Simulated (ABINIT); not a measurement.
BiS:

```
Bi S
1.0
     4.00294    0.00000    0.00000
     0.00000    4.00294    0.00000
     0.00000    0.00000    4.00294
Bi S
1 1
Direct
  0.50000 0.50000 0.50000
  0.00000 0.00000 0.00000
```

The cell was built by a generator and needn't be a form met in nature.

| Item | Value |
| --- | --- |
| Program | ABINIT 10.8.3 (patched build) |
| Task | single point |
| Functional | PBE |
| Potentials or basis | JTH PAW PBE v2.0 |
| Cutoff | 599 eV |
| k mesh | 7 × 7 × 7 |
| Occupations | fermi-dirac, width 0.05 eV |
| Spin | no spin polarisation |

On this cell: pressure -10.9 GPa; largest force zero by symmetry; band gap on the k mesh none (metal or under the smearing width).

The same run follows on a disturbed copy (atoms moved at random, drawn with an rms of 0.05 Å):

```xyz
2
Lattice="4.0029 0.0000 0.0000 0.0000 4.0029 0.0000 0.0000 0.0000 4.0029" Properties=species:S:1:pos:R:3 pbc="T T T"
Bi    1.9625    1.9624    1.9944
S    -0.0020   -0.0082    0.0178
```

What changes?

The energy (extrapolated to zero smearing) moves by -1.5 meV/atom; pressure -10.9 GPa; largest force 0.112 eV/Å; band gap on the k mesh none (metal or under the smearing width).

Forces in eV/Å, atoms in the order of the input:
```
Bi  -0.077 -0.064 -0.051
S    0.077  0.064  0.051
```

The energy falls, though the first cell shows no forces: that form is unstable against this distortion, unless noise or another electronic state is at work.

Caveats: spin-orbit coupling is left out, which moves the levels of the heavy elements.
